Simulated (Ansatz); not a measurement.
# CH₅FNOSn radical: one species, many methods

The task here is to estimate one member of a computed series from the others.

Method: functionals in def2-TZVPP, the program's frozen cores in correlated methods; program: Ansatz 0.2.0, Gaussian basis.

Levels to be run: PBE-D4, r2SCAN-D4, PBE0-D4, B3LYP-D4, ωB97X-V, ωB97M-V, B2PLYP; CCSD(T)/def2-TZVPP; MP2/def2-QZVPP; extrapolation to the limit.

**The relaxed structure**

An earlier PBE0-D4 in a triple-zeta def2 set relaxation fixed the geometry. Sn takes the def2 core potential; no spin-orbit term is included.

SMILES `C[O][Sn]([NH2])[F]`, 10 atoms, charge 0, spin multiplicity 2.

Atoms are counted from 1 here; the program's logs count them from 0.

Bond lengths: C1–O2 1.408 Å, C1–H6 1.097 Å, C1–H7 1.094 Å, C1–H8 1.096 Å, O2–Sn3 1.969 Å, Sn3–N4 2.047 Å, Sn3–F5 1.938 Å, N4–H9 1.016 Å, N4–H10 1.016 Å. Angles: O2–C1–H6 111.9°, O2–C1–H7 107.6°, O2–C1–H8 112.6°, H6–C1–H7 107.8°, H6–C1–H8 108.6°, H7–C1–H8 108.2°, C1–O2–Sn3 122.4°, O2–Sn3–N4 103.6°, O2–Sn3–F5 103.8°, N4–Sn3–F5 103.0°, Sn3–N4–H9 112.0°, Sn3–N4–H10 112.6°, H9–N4–H10 107.4°.

As a file:

```xyz
10
CH5FNOSn
C    -0.7906   -0.3622   -1.7966
O     0.0542    0.3402   -0.9159
Sn   -0.3261    0.5012    1.0095
N     1.5337    0.5482    1.8644
F    -0.9878   -1.2532    1.4991
H    -1.6584    0.2381   -2.0956
H    -0.2137   -0.5882   -2.6986
H    -1.1482   -1.3076   -1.3741
H     1.4878    0.4919    2.8775
H     2.0491    1.3915    1.6303
```

The first run:

Contents of in.yaml:

```yaml
crystal:
  periodic: [false, false, false]
  atoms:
    - {symbol: C, position_ang: [-0.790576, -0.362180, -1.796590]}
    - {symbol: O, position_ang: [0.054198, 0.340157, -0.915928]}
    - {symbol: Sn, position_ang: [-0.326108, 0.501250, 1.009536]}
    - {symbol: N, position_ang: [1.533682, 0.548199, 1.864427]}
    - {symbol: F, position_ang: [-0.987780, -1.253217, 1.499139]}
    - {symbol: H, position_ang: [-1.658429, 0.238069, -2.095640]}
    - {symbol: H, position_ang: [-0.213710, -0.588161, -2.698613]}
    - {symbol: H, position_ang: [-1.148176, -1.307574, -1.374073]}
    - {symbol: H, position_ang: [1.487757, 0.491928, 2.877484]}
    - {symbol: H, position_ang: [2.049132, 1.391528, 1.630258]}
basis:
  gaussian: {orbitals: def2-TZVPP}
magnetization: {spin_polarized: true, initial_magnetization: 1}
hamiltonian: {xc: pbe, dispersion: d4}
output: {forces: true, orbitals: {seedname: orbitals}}
```

The run is started by

```sh
$ ansatz run in.yaml --threads 2 --pin off --events-out ev --progress --plain --max-ram 32768MiB --backend cpu
```

Among the steps run: PBE-D4 (GGA); r2SCAN-D4 (meta-GGA); PBE0-D4 (hybrid); B3LYP-D4 (hybrid); ωB97X-V (range-separated); ωB97M-V (range-separated); B2PLYP (double hybrid); CCSD(T) in def2-TZVPP; MP2 in def2-QZVPP.

One of the session's tables, all rows but one given; the rest of the session is left out.

It belongs to the step «Atomisation energies». 

```
            method  atoms, summed (eV)  atomisation energy (kJ/mol)
            PBE-D4          -13163.626                       3525.9
         r2SCAN-D4          -13171.140                       3430.1
           PBE0-D4          -13165.082                       3400.2
          B3LYP-D4          -13174.885                       3426.5
           ωB97X-V          -13169.289                       3432.0
           ωB97M-V          -13168.632                       3418.7
            B2PLYP          -13162.295                       3380.7
     HF/def2-TZVPP          -13120.286                       2267.5
    MP2/def2-TZVPP                   ?                            ?
   CCSD/def2-TZVPP          -13142.793                       3241.1
CCSD(T)/def2-TZVPP          -13143.244                       3309.4
           MP2/CBS          -13153.759                       3495.8
       CCSD(T)/CBS          -13155.898                       3434.6
```

Q: Estimate the row for MP2/def2-TZVPP from the others.

As computed: atoms, summed (eV): -13141.104; atomisation energy (kJ/mol): 3370.7. In the column «atoms, summed (eV)» it lies between CCSD/def2-TZVPP (-13142.793) and HF/def2-TZVPP (-13120.286).
